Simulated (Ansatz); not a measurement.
# BGeCl (triplet): the correlation ladder, cc-pVDZ

One table from this session's results is given with a row withheld; the runs are named, their logs left out.

The runs use Ansatz 0.2.0, Gaussian basis; cc-pVDZ, core rule «outside noble gas», up to 20 orbitals frozen.

To be run: UHF; CCSD(T) on ROHF; CCSD(T) on UHF; BCCD(T) on ROHF; CISD; CCSDT(Q) on ROHF; CCSDT(Q) on UHF; CASSCF and MRCISD+Q, 12 electrons in 11 orbitals; CASSCF and NEVPT2, 12 electrons in 11 orbitals.

26 further runs of the same task are left out: 15 that didn't finish, 11 set aside as unsound or not needed.

### The system

The geometry is a PBE0/def2-TZVP stationary point (not a proven minimum). No spin-orbit coupling is included. The filled d shell of Ge may be among the frozen orbitals whatever the setting's name suggests; the logs give the count.

3 atoms, charge 0, spin multiplicity 3.

Atoms are counted from 1 here; the program's logs count them from 0.

Bond lengths: Cl1–B2 1.692 Å, B2–Ge3 1.952 Å. Angles: Cl1–B2–Ge3 180.0°.

As a file:

```xyz
3
charge 0, multiplicity 3
Cl    0.0000    0.0000   -1.7788
B     0.0000    0.0000   -0.0866
Ge    0.0000    0.0000    1.8654
```

The first run:

Contents of in.yaml:

```yaml
crystal:
  periodic: [false, false, false]
  atoms:
    - {symbol: Cl, position_ang: [0.000000, 0.000000, -1.778800]}
    - {symbol: B, position_ang: [0.000000, 0.000000, -0.086600]}
    - {symbol: Ge, position_ang: [0.000000, 0.000000, 1.865400]}
basis:
  gaussian: {orbitals: cc-pVDZ}
magnetization: {spin_polarized: true, initial_magnetization: 2}
hamiltonian: {xc: hf}
output: {orbitals: {seedname: orbitals}}
```

Run with:

```
> ansatz run in.yaml --threads 1 --pin off --events-out ev --progress --plain --max-ram 2393MiB
```

Steps of the session up to this table: UHF; CCSD(T) on ROHF; CCSD(T) on UHF; BCCD(T) on ROHF; CISD; CCSDT(Q) on ROHF; CCSDT(Q) on UHF; CASSCF and MRCISD+Q, 12 electrons in 11 orbitals; CASSCF and NEVPT2, 12 electrons in 11 orbitals.

One of the session's tables, all rows but one given; the rest of the session is left out.

It belongs to the step «Misses and costs». 

| method | from UCCSDT(Q) (meV) |
| --- | --- |
| ROHF | +8340.1 |
| UHF | +8238.0 |
| RMP2 | +1205.4 |
| UMP2 | +1221.5 |
| CISD | +1157.4 |
| RCCSD | +354.5 |
| UCCSD | +348.1 |
| RCCSD(T) | +63.7 |
| UCCSD(T) | +61.0 |
| BCCD(T) | +61.8 |
| RCCSDT | +25.6 |
| UCCSDT | +21.8 |
| RCCSDT(Q) | ? |
| UCCSDT(Q) | 0 |
| CASSCF valence | +6228.2 |
| NEVPT2 valence | +1159.9 |
| MRCISD valence | +578.1 |
| MRCISD+Q valence | +38.3 |

Estimate the missing values for RCCSDT(Q).

**Answer.** from UCCSDT(Q) (meV): +5.9. In the column «from UCCSDT(Q) (meV)» it lies between UCCSDT(Q) (0) and UCCSDT (+21.8).

With the free atoms at the same levels and basis (separate runs), the atomisation energy is 7.153 eV at UCCSDT(Q), 7.126 eV at RCCSD(T), 7.119 eV at UCCSD(T), 5.777 eV at ROHF.

Caveats from the session: Restricted and unrestricted rows rest on different reference determinants; where their highest levels disagree by more than a few hundredths of an eV, they describe different states and don't form one ladder.
